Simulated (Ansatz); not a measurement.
# H2: interaction energy of a dimer with the counterpoise correction

How strongly do two molecules of H2 bind, and how much of that is basis error? A script is to give the interaction energy of a dimer with the counterpoise correction; the system is H2.

All numbers are computed with Ansatz 0.2.0, driven from Python. Level of theory: CCSD(T)/def2-SVP.

### 1 Starting point

Bond lengths: H1–H2 0.640 Å.

The script holds or builds the structure itself.

### 2 The script

The input, run_dimer.py:

```python
"""Interaction energy of two H2 molecules, with the counterpoise correction."""

import ansatz as az

FIRST = [
    ("H", (0.0, 0.0, -0.32)),
    ("H", (0.0, 0.0, 0.32)),
]
SECOND = [
    ("H", (-1.7983, -0.2462, -1.9724)),
    ("H", (-1.6867, -0.0515, -1.373)),
]

def energy(atoms, ghosts=()):
    molecule = az.Crystal.molecule()
    for symbol, xyz in atoms:
        molecule = molecule.atom(symbol, xyz)
    calc = (
        molecule.calculation()
        .basis(gaussian="def2-SVP")  # the orbital basis, by name
        .correlation("ccsd_t")  # correlation on top of the mean field
    )
    deck = calc.input()
    if ghosts:
        deck = deck.set(az.key.basis.gaussian.ghost_atoms, [{"symbol": s, "position_ang": list(xyz)} for s, xyz in ghosts])
    return az.Session.from_dict(deck).plan().execute().report["free_energy_ev"]

# monomers in their own basis and in the basis of the dimer
both = energy(FIRST + SECOND)
alone = energy(FIRST) + energy(SECOND)
ghosted = energy(FIRST, SECOND) + energy(SECOND, FIRST)
print(f"dimer {both:.6f} eV")
print(f"interaction, uncorrected   {96.485332 * (both - alone):8.3f} kJ/mol")
print(f"interaction, counterpoise  {96.485332 * (both - ghosted):8.3f} kJ/mol")
print(f"basis-set superposition    {96.485332 * (alone - ghosted):8.3f} kJ/mol")
```

### 3 Running it

Started as:

```
python run_dimer.py
```

**Question.** How large is the interaction at this pose, and how much of it is basis-set superposition?

**Answer**, as computed:

| quantity | value |
| --- | --- |
| interaction energy, uncorrected | 5.972 kJ/mol |
| interaction energy, counterpoise | 6.756 kJ/mol |
| runs compared | 5 |

In words: The pair is unbound at this geometry and level. Uncorrected it is 5.972 kJ/mol, with the counterpoise correction 6.756 kJ/mol; the difference, 0.78 kJ/mol, is the superposition error. The pose is repulsive. The dimer is a generated trial pose of unrelaxed monomers, not a minimum, so the figure is no binding energy, and the basis set is small.
